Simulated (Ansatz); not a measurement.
# C₂H₈GaN: up Jacob's ladder to CCSD(T)

One table from this session's results is given with a row withheld; the runs are named, their logs left out.

Computed with Ansatz 0.2.0, Gaussian basis. Level: functionals in def2-TZVPP, the program's frozen cores in correlated methods.

Plan: LDA (SPW92), PBE-D4, revPBE-D4, BLYP-D4, r2SCAN-D4, B97M-V, PBE0-D4, B3LYP-D4, r2SCANh-D4, r2SCAN0-D4, HSE06-D4, BHLYP-D4, CAM-B3LYP-D4, LC-ωPBE, ωB97X-V, ωB97M-V, B2PLYP, PBE-QIDH; CCSD(T)/def2-SVP; CCSD(T)/def2-TZVPP; MP2/def2-QZVPP; extrapolation to the limit; RPA on PBE.

### Structure used throughout

An earlier PBE0-D4 in a triple-zeta def2 set relaxation fixed the geometry.

SMILES `[CH3][Ga]([CH3])[NH2]`, 12 atoms, charge 0, spin multiplicity 1.

Atoms are counted from 1 here; the program's logs count them from 0.

Bond lengths: C1–Ga2 1.967 Å, C1–H5 1.091 Å, C1–H6 1.093 Å, C1–H7 1.093 Å, Ga2–C3 1.967 Å, Ga2–N4 1.824 Å, C3–H8 1.093 Å, C3–H9 1.091 Å, C3–H10 1.093 Å, N4–H11 1.006 Å, N4–H12 1.006 Å. Angles: Ga2–C1–H5 111.7°, Ga2–C1–H6 110.6°, Ga2–C1–H7 110.6°, H5–C1–H6 108.3°, H5–C1–H7 108.3°, H6–C1–H7 107.1°, C1–Ga2–C3 126.1°, C1–Ga2–N4 117.0°, C3–Ga2–N4 117.0°, Ga2–C3–H8 110.6°, Ga2–C3–H9 111.8°, Ga2–C3–H10 110.6°, H8–C3–H9 108.3°, H8–C3–H10 107.1°, H9–C3–H10 108.3°, Ga2–N4–H11 124.2°, Ga2–N4–H12 124.2°, H11–N4–H12 111.5°.

The first run:

Contents of in.yaml:

```yaml
crystal:
  periodic: [false, false, false]
  atoms:
    - {symbol: C, position_ang: [-0.496565, 1.795142, -0.383074]}
    - {symbol: Ga, position_ang: [-0.078808, -0.097921, -0.052047]}
    - {symbol: C, position_ang: [1.442336, -0.783032, 0.989405]}
    - {symbol: N, position_ang: [-1.206779, -1.333159, -0.779085]}
    - {symbol: H, position_ang: [-1.389930, 1.910344, -0.999030]}
    - {symbol: H, position_ang: [-0.659336, 2.323331, 0.559909]}
    - {symbol: H, position_ang: [0.336099, 2.290139, -0.889236]}
    - {symbol: H, position_ang: [1.414267, -0.397180, 2.011582]}
    - {symbol: H, position_ang: [1.443445, -1.873325, 1.034138]}
    - {symbol: H, position_ang: [2.387690, -0.456686, 0.548439]}
    - {symbol: H, position_ang: [-2.017198, -1.104891, -1.329400]}
    - {symbol: H, position_ang: [-1.098221, -2.327962, -0.677502]}
basis:
  gaussian: {orbitals: def2-TZVPP}
hamiltonian: {xc: lda}
output: {orbitals: {seedname: orbitals}}
```

Steps of the session up to this table: LDA; PBE-D4 (GGA); revPBE-D4 (GGA); BLYP-D4 (GGA); r2SCAN-D4 (meta-GGA); B97M-V (meta-GGA); PBE0-D4 (hybrid); B3LYP-D4 (hybrid); r2SCANh-D4 (hybrid); r2SCAN0-D4 (hybrid); HSE06-D4 (hybrid); BHLYP-D4 (hybrid); CAM-B3LYP-D4 (range-separated); LC-ωPBE-D4 (range-separated; the results give it without D4); ωB97X-V (range-separated); ωB97M-V (range-separated); B2PLYP (double hybrid); PBE-QIDH (double hybrid).

One of the session's tables, all rows but one given; the rest of the session is left out.

It belongs to the step «Frontier levels by functional». 

```
  functional  HOMO (eV)  gap (eV)
 LDA (SPW92)      -5.85      5.00
      PBE-D4      -5.65      5.06
   revPBE-D4      -5.57      5.10
     BLYP-D4      -5.53      4.99
   r2SCAN-D4      -5.92      5.63
      B97M-V      -5.95      5.47
     PBE0-D4      -6.99      7.21
    B3LYP-D4      -6.77      6.70
  r2SCANh-D4      -6.43      6.41
  r2SCAN0-D4      -7.20      7.59
    HSE06-D4      -6.58      6.43
    BHLYP-D4          ?         ?
CAM-B3LYP-D4      -8.45      9.55
     LC-ωPBE      -9.88     12.17
     ωB97X-V      -9.49     11.61
     ωB97M-V      -9.40     11.27
```

Estimate the missing values for BHLYP-D4.

Worked estimate for «HOMO (eV)». Against the share of exact exchange, BLYP-D4 (0, -5.53), B3LYP-D4 (0.2, -6.77) give a slope of -6.20 per unit share; at 0.5 the line stands at -8.63.

The run gave: HOMO (eV): -8.27; gap (eV): 9.23. In «HOMO (eV)» the line misses by -0.36.
